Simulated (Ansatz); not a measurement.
# Zr2B3: the cost of one run

Program: Ansatz 0.2.0. Level of theory: DFT PBE, scalar-relativistic, plane waves, PAW. These are calculated values, not measurements.

1 further run of the same task is left out (it didn't finish). Runs told in other sessions of the task aren't counted.

## Step 1: The structure to begin with

It takes space group P6/mmm (No. 191, hexagonal). Conventional cell: a = 3.307 Å, b = 3.307 Å, c = 6.258 Å, α = 90.00°, β = 90.00°, γ = 120.00°. Zr (site symmetry 6mm) is surrounded by 6 B at 2.01 Å and 1 Zr at 2.29 Å. Around B (site symmetry mmm) lie 4 B at 1.65 Å and 4 Zr at 2.01 Å.

Structure file:

```cif
data_structure
_symmetry_space_group_name_H-M 'P 1'
_symmetry_Int_Tables_number 1
_cell_length_a 3.3065
_cell_length_b 3.3065
_cell_length_c 6.2579
_cell_angle_alpha 90.000
_cell_angle_beta 90.000
_cell_angle_gamma 120.000
_cell_volume 59.25
loop_
_atom_site_label
_atom_site_type_symbol
_atom_site_fract_x
_atom_site_fract_y
_atom_site_fract_z
_atom_site_occupancy
Zr1 Zr 0.00000 0.00000 0.31722 1
Zr2 Zr 0.00000 0.00000 0.68278 1
B1 B 0.50000 0.00000 0.50000 1
B2 B 0.00000 0.50000 0.50000 1
B3 B 0.50000 0.50000 0.50000 1
```

Recipe of the guess: random cell by space group and Wyckoff sites (P6/mmm, No. 191). Lengths come from tabulated atomic sizes and are only a guess.

## Step 2: Probe: one point on a coarse mesh

Contents of input.yaml:

```yaml
crystal:
  lattice:
    - [3.30653542, 0.0, 0.0]
    - [-1.65326771, 2.86354367, 0.0]
    - [0.0, 0.0, 6.2578578]
  atoms:
    - { symbol: Zr, position: [0.0, 0.0, 0.31721567] }
    - { symbol: Zr, position: [0.0, 0.0, 0.68278433] }
    - { symbol: B, position: [0.5, 0.0, 0.5] }
    - { symbol: B, position: [0.0, 0.5, 0.5] }
    - { symbol: B, position: [0.5, 0.5, 0.5] }
basis:
  ecutwfc: 420
kpoints:
  mp_grid: { grid: [6, 6, 4] }
hamiltonian:
  xc: pbe
scf:
  occupations: { method: gaussian, width: 0.1 }
  lower_state_search: "off"
output:
  forces: true
  stress: true
  eigenvalues: true
```

Command:

```sh
$ ansatz run input.yaml --threads 1 --pin off --max-ram 2560MiB --backend cpu --events-out ev --progress --plain --runs-dir out
```

Q: Estimate wall time and peak memory on 1 thread of Intel Xeon at 2.70GHz, shared host.

About 2 s, with a peak of 0.35 GiB.
